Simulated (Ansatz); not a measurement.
# IrPt2F6 (element-swapped structure): how the settings move a single-point run

Aim: see which settings change the result for IrPt2F6 (element-swapped structure), by how much, and at what cost.

Program: Ansatz 0.2.0. Level of theory: reference: DFT PBE, plane waves, PAW, scalar-relativistic, no spin polarisation. These are calculated values, not measurements.

### Step 1. The starting structure

Symmetry: P-3m1, No. 164, trigonal system. Conventional cell: a = 5.175 Å, b = 5.175 Å, c = 4.154 Å, α = 90.00°, β = 90.00°, γ = 120.00°. Around Ir (site symmetry -3m) lie 6 F at 1.67 Å. Around Pt (site symmetry 3m) lie 12 F at 2.56 to 2.67 Å. F (site symmetry m) is surrounded by 1 Ir at 1.67 Å.

Coordinates:

```xyz
9
Lattice="2.5873 4.4814 0.0000 -2.5873 4.4814 0.0000 0.0000 0.0000 4.1540" Properties=species:S:1:pos:R:3 pbc="T T T"
Ir    0.0000    0.0000    2.0770
Pt    0.0003    5.9751    0.8448
Pt   -0.0003    2.9878    3.3092
F     0.0001    1.4027    1.1623
F     1.3725    3.7802    1.1623
F    -1.3726    3.7800    1.1623
F    -1.3726    5.1829    2.9917
F     0.0001    7.5602    2.9917
F     1.3725    5.1827    2.9917
```

### Step 2. The reference run

The input, input.yaml:

```yaml
crystal:
  lattice:
    - [2.58735, 4.481421, 0.0]
    - [-2.58735, 4.481421, 0.0]
    - [0.0, 0.0, 4.154023]
  atoms:
    - { symbol: Ir, position: [0.0, 0.0, 0.5] }
    - { symbol: Pt, position: [0.6667, 0.6666, 0.20338] }
    - { symbol: Pt, position: [0.3333, 0.3334, 0.79662] }
    - { symbol: F, position: [0.15652, 0.15648, 0.2798] }
    - { symbol: F, position: [0.687, 0.15652, 0.2798] }
    - { symbol: F, position: [0.15648, 0.687, 0.2798] }
    - { symbol: F, position: [0.313, 0.84352, 0.7202] }
    - { symbol: F, position: [0.84352, 0.84348, 0.7202] }
    - { symbol: F, position: [0.84348, 0.313, 0.7202] }
  symmetry: { tolerance: 0.0003 }
kpoints:
  mp_grid: { grid: [4, 4, 4], shift: [0, 0, 0] }
magnetization:
  spin_polarized: false
scf:
  occupations: { method: fermi_dirac, width: 0.0167 }
hamiltonian:
  pseudopotentials: { kind: paw }
  xc: pbe
basis:
  ecutwfc: 420
output:
  forces: true
  stress: true
  eigenvalues: true
  write_density: true
  write_potential: true
  elf: true
  volumetric_format: npy
```

The run is started by

```console
$ ansatz run input.yaml --threads 1 --pin off --max-ram 2560MiB --backend cpu --events-out ev --progress --plain --runs-dir out
```

### Step 3. Changed: mixing.algorithm broyden, mixing.beta 0.9, pseudopotentials.kind nc, pseudopotentials.accuracy standard

input.yaml, as its differences from that of step 2:

```diff
@@ -22,4 +22,5 @@
   occupations: { method: fermi_dirac, width: 0.0167 }
+  mixing: { algorithm: broyden, beta: 0.9 }
 hamiltonian:
-  pseudopotentials: { kind: paw }
+  pseudopotentials: { kind: nc, accuracy: standard }
   xc: pbe
```

### Step 4. Changing settings: occupations.method methfessel_paxton, occupations.width 0.001, xc r2scan

input.yaml, as its differences from that of step 2:

```diff
@@ -21,6 +21,6 @@
 scf:
-  occupations: { method: fermi_dirac, width: 0.0167 }
+  occupations: { method: methfessel_paxton, width: 0.001 }
 hamiltonian:
   pseudopotentials: { kind: paw }
-  xc: pbe
+  xc: r2scan
 basis:
@@ -31,5 +31 @@
   eigenvalues: true
-  write_density: true
-  write_potential: true
-  elf: true
-  volumetric_format: npy
```

### Step 5. Changed: occupations.method cold, occupations.width 0.05

input.yaml, as its differences from that of step 2:

```diff
@@ -21,3 +21,3 @@
 scf:
-  occupations: { method: fermi_dirac, width: 0.0167 }
+  occupations: { method: cold, width: 0.05 }
 hamiltonian:
@@ -31,5 +31 @@
   eigenvalues: true
-  write_density: true
-  write_potential: true
-  elf: true
-  volumetric_format: npy
```

### Step 6. Changed: preconditioner ldos

input.yaml, as its differences from that of step 2:

```diff
@@ -22,2 +22,3 @@
   occupations: { method: fermi_dirac, width: 0.0167 }
+  mixing: { preconditioner: ldos }
 hamiltonian:
@@ -31,5 +32 @@
   eigenvalues: true
-  write_density: true
-  write_potential: true
-  elf: true
-  volumetric_format: npy
```

What does the calculation give? Wanted: for each run, ending; energy change; pressure; gap; force.

**Answer**, as computed:

```
                                                                                                       run     ending       energy change  pressure (GPa)  gap (eV)  force (eV/Å)  cycles   time
                                                                                                 reference  converged                   0            89.9      0.00         11.91       8  4.9 s
1: mixing.algorithm broyden, mixing.beta 0.9, pseudopotentials.kind nc, pseudopotentials.accuracy standard  converged      not comparable            96.0      0.00         12.81      14  6.5 s
                               2: occupations.method methfessel_paxton, occupations.width 0.001, xc r2scan  converged      not comparable            84.1      0.00         11.94      11  8.9 s
                                                        3: occupations.method cold, occupations.width 0.05  converged  0.0 meV/atom (σ→0)            89.8      0.00         11.91       8  3.7 s
                                                                                    4: preconditioner ldos  converged        0.0 meV/atom            89.9      0.00         11.91      10  4.2 s
```

Times don't compare one to one where runs were asked for different outputs or read a saved state (see the inputs); cycles may leave out searches for a lower state.

Residual by cycle in the longest SCF loop of each run; runs are numbered as in the table. The quantity is the density residual dr2, in eV.

```
cycle  reference    run 1    run 2   run 3    run 4
    1      0.928      112     1.59   0.971    0.928
    2      0.159     33.6     6.69   0.158      0.3
    3     0.0113     19.6   0.0653  0.0131    0.125
    5     5.8e-5     6.72   0.0105  5.5e-5  0.00159
    6     1.0e-5    0.223  0.00193  9.4e-6   9.4e-4
    7     1.5e-6   0.0745   1.3e-4  1.4e-6   1.4e-4
    8     8.6e-8  0.00533   2.7e-5  7.8e-8   1.3e-5
    9          -   2.3e-4   1.7e-6       -   7.4e-7
   10          -  0.00107   1.7e-7       -   3.8e-8
   12          -   9.7e-7        -       -        -
   13          -   1.5e-6        -       -        -
   14          -   7.9e-9        -       -        -
```

What this shows: Of the converged runs whose energies compare with the reference's, none moves it noticeably. Runs 1 and 2 ran under the cutoff that the potentials recommend, as the log warns, so basis error is mixed into their values, and swamps them where the cutoff is far short. The structure is not at rest: the sound run finds 90 GPa, so these are no properties of the relaxed crystal. The reference has no spin polarisation; with Ir present, a magnetic state may lie lower.

The reference is no final answer either: its mesh is coarse for a cell with so small a gap or none; the structure is made up and not relaxed.
